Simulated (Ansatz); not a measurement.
# Ge2I: the cost of one run

Method: DFT PBE, scalar-relativistic, plane waves, PAW, in Ansatz 0.2.0.

## 1. The system as given

It takes space group Fd-3m (No. 227, cubic). Conventional cell: a = 8.570 Å, b = 8.570 Å, c = 8.570 Å, α = 90.00°, β = 90.00°, γ = 90.00°. Around Ge (site symmetry -3m) lie 6 Ge at 3.03 Å and 6 I at 3.55 Å. I (site symmetry -43m) has 12 Ge at 3.55 Å as nearest neighbours.

Structure file:

```xyz
6
Lattice="0.0000 4.2848 4.2848 4.2848 0.0000 4.2848 4.2848 4.2848 0.0000" Properties=species:S:1:pos:R:3 pbc="T T T"
Ge    5.3559    5.3559    5.3559
Ge    5.3559    3.2136    3.2136
Ge    3.2136    3.2136    5.3559
Ge    3.2136    5.3559    3.2136
I     0.0000    0.0000    0.0000
I     2.1424    2.1424    2.1424
```

This is candidate A: cubic Laves (C15) type (Fd-3m, No. 227).

(A quick probe on a coarse mesh, which set the mesh and smearing, is not shown.)

## 3. Relaxing cell and atoms (candidate A)

The input, input.yaml:

```yaml
crystal:
  lattice:
    - [0.0, 4.284758443, 4.284758443]
    - [4.284758443, 0.0, 4.284758443]
    - [4.284758443, 4.284758443, 0.0]
  atoms:
    - { symbol: Ge, position: [0.625, 0.625, 0.625] }
    - { symbol: Ge, position: [0.125, 0.625, 0.625] }
    - { symbol: Ge, position: [0.625, 0.625, 0.125] }
    - { symbol: Ge, position: [0.625, 0.125, 0.625] }
    - { symbol: I, position: [0.0, 0.0, 0.0] }
    - { symbol: I, position: [0.25, 0.25, 0.25] }
basis:
  ecutwfc: 420
kpoints:
  mp_grid: { grid: [8, 8, 8] }
hamiltonian:
  xc: pbe
scf:
  occupations: { method: gaussian, width: 0.1 }
output:
  forces: true
  stress: true
  eigenvalues: true
relax:
  adjacent_minimum: "off"
  f_tol: 0.01
  max_steps: 80
  cell: { stress_tol: 0.05 }
```

Command:

```console
$ ansatz run input.yaml --threads 1 --pin off --max-ram 2560MiB --backend cpu --events-out ev --progress --plain --runs-dir out
```

**Question.** How long does this run take on 1 thread of AMD EPYC 7B13 (Zen 3), shared host, and how much memory does it need?

About 40 s, with a peak of 0.58 GiB.
